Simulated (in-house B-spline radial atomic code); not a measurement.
# Gd⁴³⁺: ionisation energy by several methods

How far do functionals differ on the ionisation energy of Gd⁴³⁺? Each run solves Gd⁴³⁺ and then the next ion ([Ar] 3d2).

The numbers are computed with in-house B-spline radial atomic code version 1 (Dirac-Coulomb, several functionals; spherical all-electron atom at the radial basis limit), except any that are marked as measured or tabulated.

## 1. The atom as given

| Property | Result |
| --- | --- |
| element | gadolinium (Z = 64) |
| charge | +43 |
| electrons | 21 |
| configuration | [Ar] 3d3 |
| nucleus | Fermi, rms radius 5.157 fm |

Outer shells as boxes (Hund's rule):

[Ar] 3d3
```
[Ar] core
3d [↑ ][↑ ][↑ ][  ][  ]
```

The boxes only draw the filling; these runs are spin-restricted and spherical.

## 2. RPBE, a GGA

Input settings:

```ini
Z = 64
electrons = 21.0
configuration = [Ar] 3d3
hamiltonian = dirac
method = rpbe,pbe
spin_polarised = False
nucleus = fermi
rms_radius = 5.1569
mass_number = 158
atomic_mass = 157.9241112
speed_of_light = 137.035999084
```

## 3. PW91, a GGA

Settings: those of step 2 with these lines changed.

```diff
@@ -4,3 +4,3 @@
 hamiltonian = dirac
-method = rpbe,pbe
+method = pw91,pw91
 spin_polarised = False
```

The tabulated ionisation energy is 3424 ± 4 eV (tabulated theoretical; NIST Atomic Spectra Database). What does each method give, and which comes nearest?

The runs gave:

| method | rung | total energy (hartree) | ΔSCF (eV) | with Breit, QED, recoil (eV) | −ε highest (eV) | corrected ΔSCF less tabulated (eV) |
| --- | --- | --- | --- | --- | --- | --- |
| RPBE | GGA | -9752.3763 | 3405.23 | 3403.54 | 3332.21 (3d5/2) | -20.46 |
| PW91 | GGA | -9752.6853 | 3406.01 | 3404.31 | 3332.92 (3d5/2) | -19.69 |

Tables give 3424 ± 4 eV (tabulated theoretical; NIST Atomic Spectra Database) for the ionisation energy. PW91 misses by -19.69 eV, the least, and RPBE by -20.46 eV (0.60 %), the most. All methods miss on the same side by much the same amount, which points to something that they share. Open shells are averaged (over orientations, and over spins where the run is restricted), while tables refer to the lowest levels.

Members of this set that are not shown: 2 used exact exchange with fractional occupations of an open shell, which is unsound here.
